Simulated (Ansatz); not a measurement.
# C3H8O2Sn: relaxing the structure

Aim: relax C3H8O2Sn from a cheap starting geometry.

Program: Ansatz 0.2.0, Gaussian basis. Level of theory: RKS PBE0-D4/def2-TZVP. These are calculated values, not measurements.

Plan: relaxation at PBE0-D4/def2-TZVP.

1 further run of the same task is left out (set aside as unsound or not needed).

## (1) Starting geometry

14 atoms, charge 0, spin multiplicity 1.

Atoms are counted from 1 here; the program's logs count them from 0.

Bond lengths: C1–C2 1.528 Å, C1–H7 1.087 Å, C1–H8 1.087 Å, C1–H9 1.088 Å, C2–C3 1.527 Å, C2–O4 1.400 Å, C2–H10 1.102 Å, C3–H11 1.088 Å, C3–H12 1.088 Å, C3–H13 1.087 Å, O4–Sn5 2.020 Å, Sn5–O6 2.043 Å, O6–H14 0.956 Å. Angles: C2–C1–H7 110.5°, C2–C1–H8 109.7°, C2–C1–H9 109.3°, H7–C1–H8 109.2°, H7–C1–H9 109.5°, H8–C1–H9 108.7°, C1–C2–C3 110.5°, C1–C2–O4 110.0°, C1–C2–H10 108.6°, C3–C2–O4 111.6°, C3–C2–H10 108.8°, O4–C2–H10 107.3°, C2–C3–H11 109.4°, C2–C3–H12 109.2°, C2–C3–H13 110.6°, H11–C3–H12 108.8°, H11–C3–H13 109.4°, H12–C3–H13 109.5° and more.

Geometry (Å):

| atom | x (Å) | y (Å) | z (Å) |
| --- | --- | --- | --- |
| C1 | -0.0455 | 1.6610 | -0.7006 |
| C2 | -0.0758 | 0.7230 | 0.5056 |
| C3 | -1.1627 | -0.3353 | 0.3326 |
| O4 | 1.1840 | 0.1419 | 0.6911 |
| Sn5 | 2.5584 | -1.3241 | 0.4901 |
| O6 | 1.5585 | -2.9598 | -0.2149 |
| H7 | -1.0047 | 2.1577 | -0.8204 |
| H8 | 0.7300 | 2.4099 | -0.5639 |
| H9 | 0.1798 | 1.0862 | -1.5969 |
| H10 | -0.2985 | 1.3160 | 1.4070 |
| H11 | -1.1318 | -1.0257 | 1.1728 |
| H12 | -0.9780 | -0.8914 | -0.5844 |
| H13 | -2.1439 | 0.1292 | 0.2835 |
| H14 | 0.6301 | -3.0884 | -0.4015 |

The start is a GFN2-xTB geometry. Sn takes the def2 core potential; no spin-orbit term is included.

## (2) Optimising with PBE0-D4/def2-TZVP

in.yaml reads:

```yaml
crystal:
  periodic: [false, false, false]
  atoms:
    - {symbol: C, position_ang: [-0.045520, 1.660990, -0.700610]}
    - {symbol: C, position_ang: [-0.075780, 0.723050, 0.505560]}
    - {symbol: C, position_ang: [-1.162680, -0.335330, 0.332560]}
    - {symbol: O, position_ang: [1.183950, 0.141910, 0.691100]}
    - {symbol: Sn, position_ang: [2.558380, -1.324140, 0.490080]}
    - {symbol: O, position_ang: [1.558510, -2.959790, -0.214890]}
    - {symbol: H, position_ang: [-1.004710, 2.157720, -0.820430]}
    - {symbol: H, position_ang: [0.730050, 2.409900, -0.563860]}
    - {symbol: H, position_ang: [0.179810, 1.086160, -1.596930]}
    - {symbol: H, position_ang: [-0.298460, 1.315970, 1.407030]}
    - {symbol: H, position_ang: [-1.131820, -1.025730, 1.172770]}
    - {symbol: H, position_ang: [-0.977960, -0.891440, -0.584370]}
    - {symbol: H, position_ang: [-2.143890, 0.129180, 0.283490]}
    - {symbol: H, position_ang: [0.630120, -3.088450, -0.401500]}
basis:
  gaussian: {orbitals: def2-TZVP}
hamiltonian: {xc: pbe0, dispersion: d4}
relax: {f_tol: 0.005, max_steps: 150}
```

Started as:

```bash
ansatz run in.yaml --threads 2 --pin off --events-out ev --progress --plain --max-ram 32768MiB --backend cuda --devices 0, --max-vram 18GiB
```

**Question.** What will the summary of the whole plan be? Wanted: point group; shift from the start; total energy; dispersion term; dipole moment.

**Answer**, as computed:

| quantity | value |
| --- | --- |
| point group | C1 |
| steps | 17 |
| shift from the start (rms) | 0.244 Å |
| total energy | -13163.6564 eV |
| dispersion term | -289 meV |
| dipole moment | 1.06 D |

In words: The atoms moved 0.24 Å (rms) from the start; the bond that changed most is Sn5–O6, from 2.043 to 1.983 Å. No vibrations were run, so it is not proven to be a minimum. The largest Mulliken charge, +0.77 e, sits on Sn5.
